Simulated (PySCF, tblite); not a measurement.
# C4H8O2Si: geometry, infrared bands and NMR shifts

Aim: predict the infrared bands and NMR shifts of C4H8O2Si (`C=CO[SiH2]CC=O`).

Programs: tblite 0.8.0 and PySCF 2.14.0, with density-fitted response routines of our own. Each step states its level of theory. These are calculated values for one molecule in the gas phase, unless marked as measured. Atoms are numbered from 0 throughout.

## (1) The molecule as given

15 atoms, charge 0, multiplicity 1; geometry from: force field or distance geometry start.

Bonds of the start (Å): C0–C1 1.34, C1–O2 1.33, O2–Si3 1.69, Si3–C4 1.89, C4–C5 1.48, C5–O6 1.25, C0–H7 1.10, C0–H8 1.09, C1–H9 1.10, Si3–H10 1.49, Si3–H11 1.48, C4–H12 1.12, C4–H13 1.11, C5–H14 1.08.

## (2) Optimising the geometry with GFN2-xTB

The job: settings as JSON, then the geometry in Å.

```
{"job": {"kind": "relax", "xc": "GFN2-xTB", "basis": "xTB"}, "charge": 0, "multiplicity": 1}
C      2.361600    -0.843000    -0.372700
C      2.204500     0.460900    -0.619200
O      0.981500     0.985100    -0.633100
Si    -0.276700     1.055400     0.499300
C     -1.775400     0.237900    -0.322300
C     -2.107500    -1.008700     0.407400
O     -1.135300    -1.756600     0.628300
H      1.419900    -1.383700    -0.208200
H      3.330800    -1.336300    -0.347500
H      3.083400     1.105300    -0.784100
H     -0.739600     2.424000     0.843500
H     -0.066800     0.301900     1.758200
H     -2.655800     0.930100    -0.222700
H     -1.525400     0.081600    -1.389400
H     -3.103600    -1.245900     0.740800
```

Run with:

```sh
> OMP_NUM_THREADS=1 python probes_run.py task.json out
```

This one command runs all jobs of the session in turn.

The log of the run:

```text
step      E/eV     max force
  0    -611.58185    4.069
  1    -611.77866    3.859
  2    -611.89623    0.803
  3    -611.94715    0.618
  4    -612.03547    0.688
  5    -612.05881    0.537
  6    -612.08121    0.395
  7    -612.10783    0.369
  8    -612.12085    0.289
  9    -612.13213    0.264
 10    -612.14121    0.238
 11    -612.14787    0.192
 12    -612.15204    0.170
 13    -612.15553    0.172
 14    -612.15947    0.181
 15    -612.16345    0.166
 16    -612.16695    0.147
 17    -612.17019    0.149
 18    -612.17366    0.157
 19    -612.17771    0.193
 20    -612.18245    0.175
 21    -612.18777    0.178
 22    -612.19336    0.199
 23    -612.19900    0.259
 24    -612.20468    0.236
 25    -612.21013    0.168
 26    -612.21492    0.183
 27    -612.21896    0.145
 28    -612.22257    0.163
 29    -612.22597    0.159
 30    -612.22912    0.170
 31    -612.23188    0.146
 32    -612.23416    0.181
 33    -612.23578    0.304
 34    -612.23873    0.164
 35    -612.24337    0.201
 36    -612.24811    0.220
 37    -612.25295    0.172
 38    -612.25715    0.210
 39    -612.26255    0.195
 40    -612.26907    0.184
 41    -612.27425    0.242
 42    -612.27864    0.214
 43    -612.28251    0.151
 44    -612.28536    0.188
 45    -612.28768    0.077
 46    -612.28879    0.068
 47    -612.28930    0.054
 48    -612.28978    0.056
 49    -612.29049    0.067
 50    -612.29108    0.067
 51    -612.29155    0.051
 52    -612.29195    0.071
 53    -612.29239    0.081
 54    -612.29281    0.072
 55    -612.29319    0.050
 56    -612.29357    0.053
 57    -612.29405    0.056
 58    -612.29461    0.060
 59    -612.29509    0.060
 60    -612.29541    0.050
 61    -612.29571    0.054
 62    -612.29621    0.060
 63    -612.29709    0.094
 64    -612.29830    0.116
 65    -612.29935    0.082
 66    -612.29999    0.066
 67    -612.30035    0.044
 68    -612.30069    0.047
 69    -612.30102    0.042
 70    -612.30129    0.046
 71    -612.30157    0.055
 72    -612.30198    0.051
 73    -612.30251    0.061
 74    -612.30293    0.045
 75    -612.30312    0.031
 76    -612.30321    0.030
 77    -612.30332    0.032
 78    -612.30351    0.044
 79    -612.30380    0.057
 80    -612.30413    0.059
 81    -612.30447    0.072
 82    -612.30492    0.076
 83    -612.30562    0.084
 84    -612.30659    0.088
 85    -612.30742    0.064
 86    -612.30780    0.065
 87    -612.30799    0.041
 88    -612.30817    0.033
 89    -612.30868    0.047
 90    -612.30889    0.041
 91    -612.30911    0.025
 92    -612.30920    0.024
 93    -612.30929    0.024
 94    -612.30938    0.022
 95    -612.30946    0.020
 96    -612.30952    0.014
 97    -612.30956    0.013
 98    -612.30959    0.016
 99    -612.30965    0.019
100    -612.30974    0.024
101    -612.30983    0.018
102    -612.30989    0.010
103    -612.30991    0.011
104    -612.30992    0.013
105    -612.30993    0.011
106    -612.30996    0.011
107    -612.30999    0.012
108    -612.31002    0.013
109    -612.31004    0.011
110    -612.31005    0.010
```

Wall time 0.47 s (1 thread of AMD EPYC 9R45, shared host).

Step by step: (not every step is listed)

| step | energy from step 0 (eV) | largest force (eV/Å) |
| --- | --- | --- |
| 0 | 0.0000 | 4.0694 |
| 1 | -0.1968 | 3.8589 |
| 2 | -0.3144 | 0.8034 |
| 3 | -0.3653 | 0.6184 |
| 4 | -0.4536 | 0.6881 |
| 5 | -0.4770 | 0.5368 |
| 6 | -0.4994 | 0.3955 |
| 7 | -0.5260 | 0.3692 |
| 8 | -0.5390 | 0.2887 |
| 17 | -0.5883 | 0.1491 |
| 26 | -0.6331 | 0.1832 |
| 35 | -0.6615 | 0.2007 |
| 44 | -0.7035 | 0.1878 |
| 53 | -0.7105 | 0.0811 |
| 62 | -0.7144 | 0.0601 |
| 71 | -0.7197 | 0.0548 |
| 80 | -0.7223 | 0.0588 |
| 89 | -0.7268 | 0.0474 |
| 98 | -0.7277 | 0.0156 |
| 105 | -0.7281 | 0.0112 |
| 106 | -0.7281 | 0.0112 |
| 107 | -0.7281 | 0.0118 |
| 108 | -0.7282 | 0.0134 |
| 109 | -0.7282 | 0.0108 |
| 110 | -0.7282 | 0.0101 |

Distances of close pairs at the start and the end, largest changes first:

| bond | before (Å) | after (Å) | change (Å) |
| --- | --- | --- | --- |
| O2–Si3 | 1.694 | 1.615 | -0.079 |
| C5–O6 | 1.246 | 1.205 | -0.041 |
| Si3–C4 | 1.895 | 1.935 | +0.041 |
| C4–H12 | 1.124 | 1.086 | -0.038 |
| C5–H14 | 1.077 | 1.109 | +0.032 |
| Si3–H10 | 1.485 | 1.455 | -0.030 |
| C1–O2 | 1.331 | 1.353 | +0.023 |
| C0–H7 | 1.098 | 1.076 | -0.022 |

The end geometry stands in the next job.

## (3) Infrared spectrum with GFN2-xTB

The job: settings as JSON, then the geometry in Å.

```
{"job": {"kind": "ir", "xc": "GFN2-xTB", "basis": "xTB"}, "charge": 0, "multiplicity": 1}
C      1.979351    -0.893518    -0.440552
C      2.077525     0.421723    -0.435738
O      1.119684     1.296787    -0.050345
Si    -0.340405     1.251425     0.639065
C     -1.605173     0.169273    -0.348123
C     -1.740950    -1.142991     0.309237
O     -1.068838    -2.117041     0.082605
H      1.087459    -1.405493    -0.124113
H      2.801191    -1.497263    -0.777533
H      2.970140     0.942777    -0.762528
H     -0.710742     2.651829     0.497947
H     -0.281245     0.770740     2.019071
H     -2.564069     0.678488    -0.378910
H     -1.217241     0.049275    -1.359059
H     -2.511103    -1.168022     1.107063
```

The log of the run:

```text
mode    cm-1     km/mol
  1      49.2      7.15
  2      71.1      0.86
  3     102.7      5.93
  4     118.4      0.55
  5     165.3      3.52
  6     227.7     13.25
  7     241.6      4.80
  8     478.1     44.28
  9     502.8     22.01
 10     537.1     28.81
 11     624.4     32.11
 12     639.7     63.40
 13     671.1      1.66
 14     719.4     22.95
 15     758.5    141.32
 16     766.5    293.65
 17     844.9    175.56
 18     857.4     14.40
 19     920.8     13.08
 20     997.0     32.96
 21    1003.0     33.28
 22    1038.1     81.41
 23    1141.9     76.83
 24    1150.0    106.95
 25    1197.3    295.22
 26    1293.7     14.67
 27    1383.5     16.62
 28    1390.3     24.83
 29    1447.3      3.61
 30    1698.0     77.17
 31    1754.9    390.09
 32    2266.4    285.95
 33    2337.8    232.01
 34    2740.6    163.88
 35    3001.8     17.65
 36    3029.5     21.34
 37    3032.9     35.69
 38    3124.4      0.73
 39    3163.7     12.95
```

Run time: 0.33 s. Hardware: 1 thread of AMD EPYC 9R45, shared host.

Which atoms move in the most intense modes:

| cm⁻¹ | km/mol | atoms |
| --- | --- | --- |
| 758 | 141.3 | H11 47 %, H10 39 % |
| 766 | 293.6 | Si3 28 %, H10 19 %, H11 16 % |
| 845 | 175.6 | H12 24 %, C4 22 %, H13 19 %, Si3 10 % |
| 1197 | 295.2 | O2 44 %, C1 30 % |
| 1755 | 390.1 | C5 60 %, O6 37 % |
| 2266 | 285.9 | H11 96 % |
| 2338 | 232.0 | H10 96 % |
| 2741 | 163.9 | H14 94 % |

## (4) Shielding tensors: PBE0/pcSseg-1

Same as in step 3 but for these lines:

```diff
@@ -1,2 +1,2 @@
-{"job": {"kind": "ir", "xc": "GFN2-xTB", "basis": "xTB"}, "charge": 0, "multiplicity": 1}
+{"job": {"kind": "nmr", "xc": "PBE0", "basis": "pcSseg-1"}, "charge": 0, "multiplicity": 1}
 C      1.979351    -0.893518    -0.440552
```

Method: GIAO PBE0/pcSseg-1 NMR shielding, non-relativistic, gas phase.

The log of the run:

```text
coarse grid: 13104 points
cycle   1  E = -596.4158309286  dE =  9.992e-01  |g| = 9.567e-01  |ddm| = 3.447e+00
cycle   2  E = -595.9544754542  dE =  4.614e-01  |g| = 1.809e+00  |ddm| = 2.437e+00
cycle   3  E = -596.5813211650  dE = -6.268e-01  |g| = 2.448e-01  |ddm| = 1.904e+00
cycle   4  E = -596.5926855692  dE = -1.136e-02  |g| = 8.495e-02  |ddm| = 2.197e-01
cycle   5  E = -596.5939032578  dE = -1.218e-03  |g| = 2.375e-02  |ddm| = 6.560e-02
cycle   6  E = -596.5940038723  dE = -1.006e-04  |g| = 7.647e-03  |ddm| = 2.019e-02
cycle   7  E = -596.5940154158  dE = -1.154e-05  |g| = 2.604e-03  |ddm| = 7.806e-03
cycle   8  E = -596.5940169188  dE = -1.503e-06  |g| = 7.977e-04  |ddm| = 2.303e-03
final grid: 122152 points
cycle   9  E = -596.6561077625  dE = -1.167e-05  |g| = 1.320e-02  |ddm| = 2.089e-02
cycle  10  E = -596.6560315093  dE =  7.625e-05  |g| = 2.415e-02  |ddm| = 2.310e-02
cycle  11  E = -596.6561394858  dE = -1.080e-04  |g| = 2.438e-03  |ddm| = 1.653e-02
cycle  12  E = -596.6561406518  dE = -1.166e-06  |g| = 3.737e-04  |ddm| = 1.836e-03
cycle  13  E = -596.6561406727  dE = -2.086e-08  |g| = 1.669e-04  |ddm| = 4.091e-04
cycle  14  E = -596.6561406780  dE = -5.259e-09  |g| = 4.326e-05  |ddm| = 1.518e-04
cycle  15  E = -596.6561406783  dE = -3.861e-10  |g| = 1.716e-05  |ddm| = 4.311e-05
converged SCF energy = -596.6561406783

GIAO shielding tensors (ppm)
atom      isotropic    diamagn.    paramagn.     s11        s22        s33       span
  0 C       83.142     260.404    -177.262    -19.408    109.786    159.046    178.453
  1 C       34.213     248.598    -214.386    -76.707     73.191    106.155    182.861
  2 O      229.459     396.623    -167.164    155.084    228.279    305.015    149.931
  3 Si     382.173     881.148    -498.974    334.356    364.200    447.964    113.608
  4 C      147.676     261.067    -113.391    117.122    147.098    178.809     61.687
  5 C      -17.441     249.229    -266.670   -116.065    -37.720    101.461    217.526
  6 O     -335.843     402.127    -737.970   -931.110   -428.528    352.109   1283.219
  7 H       26.598      34.958      -8.361     23.096     26.358     30.340      7.244
  8 H       27.040      29.742      -2.703     25.520     26.156     29.444      3.924
  9 H       25.184      28.305      -3.121     21.534     26.532     27.486      5.952
 10 H       26.640      29.856      -3.216     22.254     25.836     31.829      9.575
 11 H       26.578      30.377      -3.799     23.324     25.364     31.047      7.723
 12 H       29.317      31.353      -2.036     26.884     27.657     33.411      6.527
 13 H       29.155      34.011      -4.856     26.581     28.169     32.715      6.134
 14 H       21.690      28.214      -6.524     19.448     20.300     25.322      5.874
```

Wall time 18 s (1 thread of AMD EPYC 9R45, shared host); peak memory 0.75 GiB.

Shifts follow as δ = σ(reference) − σ, with reference shieldings (ppm) from runs at the same level and on the same kind of geometry: 1H TMS 31.72, 13C TMS 186.9, 29Si TMS 349.2, 17O H2O 336.1. The references are single molecules in the gas phase, so shifts against H2O, NH3, PH3, H3PO4 or CFCl3 are not on the usual liquid scales and can be off by tens of ppm. Atoms listed in one row are averaged.

| atoms | environment | σ (ppm) | δ (ppm) | δ scaled to CDCl3 |
| --- | --- | --- | --- | --- |
| C5 | aldehyde carbonyl carbon | -17.4 | 204.4 | 197.5 |
| C1 | alkene carbon bearing oxygen | 34.2 | 152.7 | 147.1 |
| C0 | β carbon of an enol-ether or enamine type C=C | 83.1 | 103.8 | 99.4 |
| C4 | sp3 CH2 bonded to Si, α to a carbonyl | 147.7 | 39.2 | 36.4 |
| H14 | hydrogen on an aldehyde carbonyl carbon | 21.69 | 10.03 | 9.56 |
| H9 | hydrogen on an alkene carbon bearing oxygen | 25.18 | 6.53 | 6.26 |
| H7 | hydrogen on a β carbon of an enol-ether or enamine type C=C | 26.60 | 5.12 | 4.93 |
| H10, H11 | hydrogen on a silicon bonded to C, O | 26.61 | 5.11 | – |
| H8 | hydrogen on a β carbon of an enol-ether or enamine type C=C | 27.04 | 4.68 | 4.51 |
| H12, H13 | hydrogen on an sp3 CH2 bonded to Si, α to a carbonyl | 29.24 | 2.48 | 2.44 |
| O6 | aldehyde oxygen | -335.8 | 671.9 | – |
| O2 | oxygen bonded to C, Si | 229.5 | 106.6 | – |
| Si3 | silicon bonded to C, O, 2 H | 382.2 | -33.0 | – |

The scaled column applies a straight-line fit of computed shieldings to shifts measured in CDCl3 (root-mean-square error 0.16 ppm for H, 1.9 ppm for C).

Charges from the same density, by scheme (e):

| atoms | Mulliken | IAO | Hirshfeld | ESP fit |
| --- | --- | --- | --- | --- |
| C0 | -0.29 | -0.40 | -0.14 | -0.68 |
| C1 | 0.13 | 0.06 | 0.03 | 0.19 |
| O2 | -0.59 | -0.59 | -0.20 | -0.40 |
| Si3 | 0.89 | 1.02 | 0.43 | 0.67 |
| C4 | -0.58 | -0.62 | -0.16 | -0.50 |
| C5 | 0.21 | 0.27 | 0.13 | 0.50 |
| O6 | -0.37 | -0.41 | -0.22 | -0.50 |

Mayer bond orders: C0–C1 1.94, C1–O2 0.94, O2–Si3 0.97, Si3–C4 0.80, C4–C5 1.03, C5–O6 1.95.

The fields below are evaluated on a grid from the run's orbitals.

Frontier orbitals at PBE0/pcSseg-1, with the share of their density that lies nearest to each atom:

| orbital | energy (eV) | lies on |
| --- | --- | --- |
| HOMO | -7.07 | C0 38 %; C1 23 %; O2 20 % |
| LUMO | -0.79 | C5 42 %; O6 29 %; H14 8 % |

ELF in a plane through or near 9 of the atoms.

Ten even steps from '0' (0.00) to '9' (1.00):
```
0000000000000000000000000000
0000000000000000000000000000
0000000000000136630000000000
0000000000000699996000000000
0000000000000699999200000000
0000000004641399998100000000
0000265005886111672000000000
0002899835568157132000000000
0002899955878312384221000000
0000246622322227874210000000
0000000488510002586210000000
0000268817897001432788410000
0000899974997015733798520000
0000899974992178276433100000
0000158720210378786100000000
0000000000000136775100000000
0000000000000001121000000000
0000000000000000000000000000
0000000000000000000000000000
0000000000000000000000000000
```
The map spans 11.3 Å across and 10.5 Å up, centred on the molecule. Atoms in the plane (x, y in Å): C0 (-2.0, -0.9), C1 (-2.1, 0.4), O2 (-1.1, 1.3), Si3 (0.5, 1.3), C5 (1.8, -1.1), O6 (1.0, -2.1), H7 (-1.1, -1.4), H8 (-2.9, -1.5), H10 (0.8, 2.7).

log10 of the density (e/Å³) in the same plane.

Ten even steps from ' ' (-4.0) to '@' (1.6):
```
                                                        
                          ............                  
                      ..::::--------::..                
                    ..::::--========--::..              
                ..::----====++****++==--::..            
        ..::::::--==++++++++**####**==--::..            
      ::----====++**######****##****==--::::..          
    ..--==++******##%%@@####%%@@##**++==----::..        
    ..--==++**########%%##**####****++++==--::..        
    ..::==++**##%%##****++++++********++====::::..      
    ..::--==++**####**++======++**##****++==--::..      
    ..::==++**##%%@@##**++====++**##%%##**++==--::      
    ..::==++**##########**++++**##%%%%##**++==--::      
    ..::==++************++++**##%%%%##**++==--::..      
      ..::--==============++**##%%##**++==--::..        
        ....::::::::::::--====++****++==::....          
                        ..::----====--::..              
                            ..::::::..                  
                                                        
                                                        
```
The map spans 11.3 Å across and 10.5 Å up, centred on the molecule. Atoms in the plane (x, y in Å): C0 (-2.0, -0.9), C1 (-2.1, 0.4), O2 (-1.1, 1.3), Si3 (0.5, 1.3), C5 (1.8, -1.1), O6 (1.0, -2.1), H7 (-1.1, -1.4), H8 (-2.9, -1.5), H10 (0.8, 2.7).

On the surface of density 0.002 e/bohr³ the electrostatic potential runs, from the 1st to the 99th percentile, from -1.52 V near O6 to 1.50 V near H12.

## (5) Outcome

| quantity | value |
| --- | --- |
| strongest single infrared mode (GFN2-xTB) | 1755 cm⁻¹, 390 km/mol |
| zero-point energy (GFN2-xTB) | 67.9 kcal/mol |
| 13C shifts against TMS (PBE0/pcSseg-1) | 204.4, 152.7, 103.8, 39.2 ppm |
| 1H shifts against TMS (PBE0/pcSseg-1, means over atoms taken as alike) | 10.03, 6.53, 5.12, 5.11, 4.68, 2.48 ppm |
| 17O shifts against H2O (PBE0/pcSseg-1) | 671.9, 106.6 ppm |
| 29Si shifts against TMS (PBE0/pcSseg-1) | -33.0 ppm |
| surface potential, 1st and 99th percentile | -1.52 V and 1.50 V |

What this shows: The optimisation took 110 steps and gained 0.728 eV; among the close pairs (by a distance rule), O2–Si3 changed most, from 1.694 to 1.615 Å. No mode is imaginary among the 39: a minimum at this level. The strongest single mode, at 1755 cm⁻¹, moves mainly C5 and O6. Unscaled tight-binding wavenumbers are off by several per cent, some by more. Its intensities can rank the bands wrongly. C5 (aldehyde carbonyl carbon) lies farthest downfield among carbon, at 204.4 ppm; low-lying n→π* states of the double bond to the heteroatom give a large paramagnetic term (-267 ppm). H14 (hydrogen on an aldehyde carbonyl carbon) lies farthest downfield among hydrogen, at 10.03 ppm; deshielded by the polar, anisotropic C=O bond. At PBE0/pcSseg-1: The widest tensor belongs to O6: span 1283 ppm, with a paramagnetic part of -738 ppm. By nearest atom (PBE0/pcSseg-1), the HOMO sits on C0 38 %; C1 23 % and the LUMO on C5 42 %; O6 29 %.
